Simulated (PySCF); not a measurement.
# Mo³⁰⁺, Mo³¹⁺: ionisation energies in even-tempered 16s10p4d4f

Each state of molybdenum is computed at each level; their differences give the ionisation energy. How far do the methods differ?

The numbers are computed with PySCF 2.14.0 (unrestricted determinants in a Gaussian basis, no spin-orbit coupling in the energies), except any that are marked as measured or tabulated.

### 1 What is computed

```
Element                                   : molybdenum (Z = 42)
Basis                                     : an uncontracted even-tempered set (16 s from 4.4 bohr⁻², ratio 2.5; 10 p from 5.7 bohr⁻², ratio 2.5; 4 d from 22 bohr⁻², ratio 2.7; 4 f from 32 bohr⁻², ratio 2.7)
Hamiltonian                               : the non-relativistic Hamiltonian (point nucleus)
State 1                                   : Mo³⁰⁺: [Ne] 3s2, closed-shell 1S
State 2                                   : Mo³¹⁺: [Ne] 3s1, 2S determinant
Needed too, but not shown                 : Mo³²⁺ [Ne] (1S)
Methods                                   : UHF, LDA, PBE, PBE0, r2SCAN, B97-3, B3LYP, MP2
Core shells frozen in the correlated runs : outer shells: 1s2 (for Mo³⁰⁺)
```

The outer shells:

Mo30+ [Ne] 3s2
```
[Ne] core
3s [↑↓]
```

Mo31+ [Ne] 3s1
```
[Ne] core
3s [↑ ]
```

One driver process ran all states and methods and kept the integrals in memory. Each run is shown as a PySCF script that sums up its settings (the driver passes frozen orbitals as a list and adds second-order terms of double hybrids); the logs are those of the runs themselves. The driver starts from symmetry-adapted Hartree-Fock orbitals, holds the occupation by maximum overlap and uses a logarithmic radial grid for functionals, so a plain start would take other cycles.

The integrals over 94 functions and the set-up took 0.38 s of CPU time.

### 2 Mo³⁰⁺, method by method

Level: UHF.

input.py

```python
from pyscf import gto, scf, dft, mp, cc
mol = gto.M(atom="Mo 0 0 0", charge=30, spin=0, symmetry="D2h",
            basis=gto.etbs([(0, 16, 4.4, 2.5), (1, 10, 5.7, 2.5), (2, 4, 22, 2.7), (3, 4, 32, 2.7)]))
mf = scf.UHF(mol)
mf.irrep_nelec = {'Ag': (3, 3), 'B1u': (1, 1), 'B2u': (1, 1), 'B3u': (1, 1)}
mf.kernel()
```

Standard output:

```text
damping factor = 0
level_shift factor = 0
DIIS = <class 'pyscf.scf.diis.CDIIS'>
diis_start_cycle = 1
diis_space = 10
diis_damp = 0
SCF conv_tol = 1e-09
SCF conv_tol_grad = None
number electrons alpha = 6  beta = 6
cycle= 1 E= -3301.55412275272  delta_E= -4.55e-12  |g|= 4.75e-08  |ddm|= 7.69e-08
converged SCF energy = -3301.55412275272  <S^2> = -7.1054274e-15  2S+1 = 1
```

CPU time 2.1 s on a shared host, the integrals not counted.

Orbital energies by shell (radii are means over both spins):

```
shell  electrons  mean orbital energy (eV)  spread (eV)  rms radius (bohr)
   1s          2                  -21219.8            0             0.0420
   2s          2                   -4301.6            0              0.168
   2p          6                   -4087.3            0              0.147
   3s          2                   -1686.8            0              0.405
```

⟨S²⟩ = 0.000, ⟨L²⟩ = 0.00.

Spin-orbit constants on these orbitals (cm⁻¹; bare nucleus, screened nucleus, mean field): 2p 539700, 514000, 502700.

A non-relativistic calculation at this Z misses sizeable relativistic shifts.

Level: LDA.

input.py, as changed from the run before:

```diff
@@ -3,3 +3,3 @@
             basis=gto.etbs([(0, 16, 4.4, 2.5), (1, 10, 5.7, 2.5), (2, 4, 22, 2.7), (3, 4, 32, 2.7)]))
-mf = scf.UHF(mol)
+mf = dft.UKS(mol, xc="LDA,VWN")
 mf.irrep_nelec = {'Ag': (3, 3), 'B1u': (1, 1), 'B2u': (1, 1), 'B3u': (1, 1)}
```

Standard output:

```text
damping factor = 0
level_shift factor = 0
DIIS = <class 'pyscf.scf.diis.CDIIS'>
diis_start_cycle = 1
diis_space = 10
diis_damp = 0
SCF conv_tol = 1e-09
SCF conv_tol_grad = None
number electrons alpha = 6  beta = 6
XC functionals = LDA,VWN
    P. A. M. Dirac.,  Math. Proc. Cambridge Philos. Soc. 26, 376 (1930)
    F. Bloch.,  Z. Phys. 57, 545 (1929)
    S. H. Vosko, L. Wilk, and M. Nusair.,  Can. J. Phys. 58, 1200 (1980)
cycle= 1 E= -3297.4581437001  delta_E= -0.0119  |g|= 0.0471  |ddm|= 0.0262
cycle= 2 E= -3297.45815359329  delta_E= -9.89e-06  |g|= 0.00452  |ddm|= 0.00145
cycle= 3 E= -3297.45815370736  delta_E= -1.14e-07  |g|= 6.41e-05  |ddm|= 0.000137
cycle= 4 E= -3297.45815370738  delta_E= -2.32e-11  |g|= 1.08e-07  |ddm|= 1.88e-06
converged SCF energy = -3297.45815370738  <S^2> = -4.4408921e-15  2S+1 = 1
```

It used 0.29 s of CPU time after the integrals (shared host).

Level: PBE.

input.py

```python
from pyscf import gto, scf, dft, mp, cc
mol = gto.M(atom="Mo 0 0 0", charge=30, spin=0, symmetry="D2h",
            basis=gto.etbs([(0, 16, 4.4, 2.5), (1, 10, 5.7, 2.5), (2, 4, 22, 2.7), (3, 4, 32, 2.7)]))
mf = dft.UKS(mol, xc="PBE")
mf.irrep_nelec = {'Ag': (3, 3), 'B1u': (1, 1), 'B2u': (1, 1), 'B3u': (1, 1)}
mf.kernel()
```

Standard output:

```text
damping factor = 0
level_shift factor = 0
DIIS = <class 'pyscf.scf.diis.CDIIS'>
diis_start_cycle = 1
diis_space = 10
diis_damp = 0
SCF conv_tol = 1e-09
SCF conv_tol_grad = None
number electrons alpha = 6  beta = 6
XC functionals = PBE
    J. P. Perdew, K. Burke, and M. Ernzerhof.,  Phys. Rev. Lett. 77, 3865 (1996)
    J. P. Perdew, K. Burke, and M. Ernzerhof.,  Phys. Rev. Lett. 78, 1396 (1997)
    J. P. Perdew, K. Burke, and M. Ernzerhof.,  Phys. Rev. Lett. 77, 3865 (1996)
    J. P. Perdew, K. Burke, and M. Ernzerhof.,  Phys. Rev. Lett. 78, 1396 (1997)
cycle= 1 E= -3301.62940717804  delta_E= -0.00662  |g|= 0.0109  |ddm|= 0.0227
cycle= 2 E= -3301.62940776866  delta_E= -5.91e-07  |g|= 0.00105  |ddm|= 0.00038
cycle= 3 E= -3301.62940777503  delta_E= -6.37e-09  |g|= 2.21e-05  |ddm|= 3.3e-05
cycle= 4 E= -3301.62940777503  delta_E= -3.18e-12  |g|= 9.16e-08  |ddm|= 6.8e-07
converged SCF energy = -3301.62940777503  <S^2> = -5.3290705e-15  2S+1 = 1
```

CPU time 0.37 s on a shared host, the integrals not counted.

Level: PBE0.

input.py, as changed from the run before:

```diff
@@ -3,3 +3,3 @@
             basis=gto.etbs([(0, 16, 4.4, 2.5), (1, 10, 5.7, 2.5), (2, 4, 22, 2.7), (3, 4, 32, 2.7)]))
-mf = dft.UKS(mol, xc="PBE")
+mf = dft.UKS(mol, xc="PBE0")
 mf.irrep_nelec = {'Ag': (3, 3), 'B1u': (1, 1), 'B2u': (1, 1), 'B3u': (1, 1)}
```

Standard output:

```text
damping factor = 0
level_shift factor = 0
DIIS = <class 'pyscf.scf.diis.CDIIS'>
diis_start_cycle = 1
diis_space = 10
diis_damp = 0
SCF conv_tol = 1e-09
SCF conv_tol_grad = None
number electrons alpha = 6  beta = 6
XC functionals = PBE0
    C. Adamo and V. Barone.,  J. Chem. Phys. 110, 6158 (1999)
    M. Ernzerhof and G. E. Scuseria.,  J. Chem. Phys. 110, 5029 (1999)
cycle= 1 E= -3301.73404174092  delta_E= -0.00364  |g|= 0.00875  |ddm|= 0.0176
cycle= 2 E= -3301.73404207278  delta_E= -3.32e-07  |g|= 0.000555  |ddm|= 0.000374
cycle= 3 E= -3301.73404207451  delta_E= -1.73e-09  |g|= 2.75e-05  |ddm|= 1.56e-05
cycle= 4 E= -3301.73404207452  delta_E= -1.09e-11  |g|= 8.04e-08  |ddm|= 8.12e-07
converged SCF energy = -3301.73404207452  <S^2> = -5.3290705e-15  2S+1 = 1
```

It used 0.71 s of CPU time after the integrals (shared host).

Level: r2SCAN.

input.py, as changed from the run before:

```diff
@@ -3,3 +3,3 @@
             basis=gto.etbs([(0, 16, 4.4, 2.5), (1, 10, 5.7, 2.5), (2, 4, 22, 2.7), (3, 4, 32, 2.7)]))
-mf = dft.UKS(mol, xc="PBE0")
+mf = dft.UKS(mol, xc="R2SCAN")
 mf.irrep_nelec = {'Ag': (3, 3), 'B1u': (1, 1), 'B2u': (1, 1), 'B3u': (1, 1)}
```

Standard output:

```text
damping factor = 0
level_shift factor = 0
DIIS = <class 'pyscf.scf.diis.CDIIS'>
diis_start_cycle = 1
diis_space = 10
diis_damp = 0
SCF conv_tol = 1e-09
SCF conv_tol_grad = None
number electrons alpha = 6  beta = 6
XC functionals = R2SCAN
    J. W. Furness, A. D. Kaplan, J. Ning, J. P. Perdew, and J. Sun.,  J. Phys. Chem. Lett. 11, 8208-8215 (2020)
    J. W. Furness, A. D. Kaplan, J. Ning, J. P. Perdew, and J. Sun.,  J. Phys. Chem. Lett. 11, 9248-9248 (2020)
    J. W. Furness, A. D. Kaplan, J. Ning, J. P. Perdew, and J. Sun.,  J. Phys. Chem. Lett. 11, 8208-8215 (2020)
    J. W. Furness, A. D. Kaplan, J. Ning, J. P. Perdew, and J. Sun.,  J. Phys. Chem. Lett. 11, 9248-9248 (2020)
cycle= 1 E= -3301.950087632  delta_E= -0.00334  |g|= 0.00735  |ddm|= 0.0246
cycle= 2 E= -3301.95008776614  delta_E= -1.34e-07  |g|= 0.000305  |ddm|= 0.000409
cycle= 3 E= -3301.95008776672  delta_E= -5.79e-10  |g|= 2.76e-05  |ddm|= 9.74e-06
converged SCF energy = -3301.95008776672  <S^2> = -5.3290705e-15  2S+1 = 1
```

CPU time 0.9 s on a shared host, the integrals not counted.

Level: B97-3.

input.py

```python
from pyscf import gto, scf, dft, mp, cc
mol = gto.M(atom="Mo 0 0 0", charge=30, spin=0, symmetry="D2h",
            basis=gto.etbs([(0, 16, 4.4, 2.5), (1, 10, 5.7, 2.5), (2, 4, 22, 2.7), (3, 4, 32, 2.7)]))
mf = dft.UKS(mol, xc="HYB_GGA_XC_B97_3")
mf.irrep_nelec = {'Ag': (3, 3), 'B1u': (1, 1), 'B2u': (1, 1), 'B3u': (1, 1)}
mf.kernel()
```

Standard output:

```text
damping factor = 0
level_shift factor = 0
DIIS = <class 'pyscf.scf.diis.CDIIS'>
diis_start_cycle = 1
diis_space = 10
diis_damp = 0
SCF conv_tol = 1e-09
SCF conv_tol_grad = None
number electrons alpha = 6  beta = 6
XC functionals = HYB_GGA_XC_B97_3
    T. W. Keal and D. J. Tozer.,  J. Chem. Phys. 123, 121103 (2005)
cycle= 1 E= -3301.79092329469  delta_E= -0.00329  |g|= 0.0105  |ddm|= 0.0238
cycle= 2 E= -3301.7909238776  delta_E= -5.83e-07  |g|= 0.000815  |ddm|= 0.000616
cycle= 3 E= -3301.79092388122  delta_E= -3.61e-09  |g|= 1.98e-05  |ddm|= 2.05e-05
cycle= 4 E= -3301.79092388121  delta_E= 9.09e-13  |g|= 5.25e-08  |ddm|= 8.57e-07
converged SCF energy = -3301.79092388121  <S^2> = -6.2172489e-15  2S+1 = 1
```

CPU time 0.72 s on a shared host, the integrals not counted.

Level: B3LYP.

input.py

```python
from pyscf import gto, scf, dft, mp, cc
mol = gto.M(atom="Mo 0 0 0", charge=30, spin=0, symmetry="D2h",
            basis=gto.etbs([(0, 16, 4.4, 2.5), (1, 10, 5.7, 2.5), (2, 4, 22, 2.7), (3, 4, 32, 2.7)]))
mf = dft.UKS(mol, xc="B3LYP")
mf.irrep_nelec = {'Ag': (3, 3), 'B1u': (1, 1), 'B2u': (1, 1), 'B3u': (1, 1)}
mf.kernel()
```

Standard output:

```text
damping factor = 0
level_shift factor = 0
DIIS = <class 'pyscf.scf.diis.CDIIS'>
diis_start_cycle = 1
diis_space = 10
diis_damp = 0
SCF conv_tol = 1e-09
SCF conv_tol_grad = None
number electrons alpha = 6  beta = 6
XC functionals = B3LYP
    P. J. Stephens, F. J. Devlin, C. F. Chabalowski, and M. J. Frisch.,  J. Phys. Chem. 98, 11623 (1994)
cycle= 1 E= -3301.90355024882  delta_E= -0.00487  |g|= 0.00791  |ddm|= 0.0208
cycle= 2 E= -3301.90355049374  delta_E= -2.45e-07  |g|= 0.000473  |ddm|= 0.000336
cycle= 3 E= -3301.90355049504  delta_E= -1.3e-09  |g|= 2.9e-05  |ddm|= 1.45e-05
cycle= 4 E= -3301.90355049504  delta_E= -5.46e-12  |g|= 1.01e-07  |ddm|= 8.3e-07
converged SCF energy = -3301.90355049504  <S^2> = -5.3290705e-15  2S+1 = 1
```

CPU time 0.72 s on a shared host, the integrals not counted.

Level: MP2 (outer shells).

input.py

```python
from pyscf import gto, scf, dft, mp, cc
mol = gto.M(atom="Mo 0 0 0", charge=30, spin=0, symmetry="D2h",
            basis=gto.etbs([(0, 16, 4.4, 2.5), (1, 10, 5.7, 2.5), (2, 4, 22, 2.7), (3, 4, 32, 2.7)]))
mf = scf.UHF(mol)
mf.irrep_nelec = {'Ag': (3, 3), 'B1u': (1, 1), 'B2u': (1, 1), 'B3u': (1, 1)}
mf.kernel()
mp.UMP2(mf, frozen=1).kernel()
```

The driver printed no log here.

CPU time 0.53 s on a shared host, the integrals not counted.

With 10 electrons correlated, the MP2 correlation energy is -0.43904 hartree (-0.09546 same spin, -0.34358 opposite spin); the SCS form gives -0.44412. Largest pairs of shells: 2p-2p -0.2082, 3s-3s -0.1008, 2s-2p -0.0582, 2p-3s -0.0528, 2s-2s -0.0105.

Radial density 4πr²ρ of Mo³⁰⁺ at UHF:

```
r (bohr)  density
0.000633    0.249
 0.00106    0.679
 0.00179     1.81
 0.00301     4.61
 0.00507     11.0
 0.00852     23.3
  0.0143     40.5
  0.0241     51.7
  0.0406     44.8
  0.0682     44.7
   0.115     59.1
   0.193     27.1
   0.325     8.68
   0.546     2.25
   0.919   0.0302
```

[end of part 1 of 2]
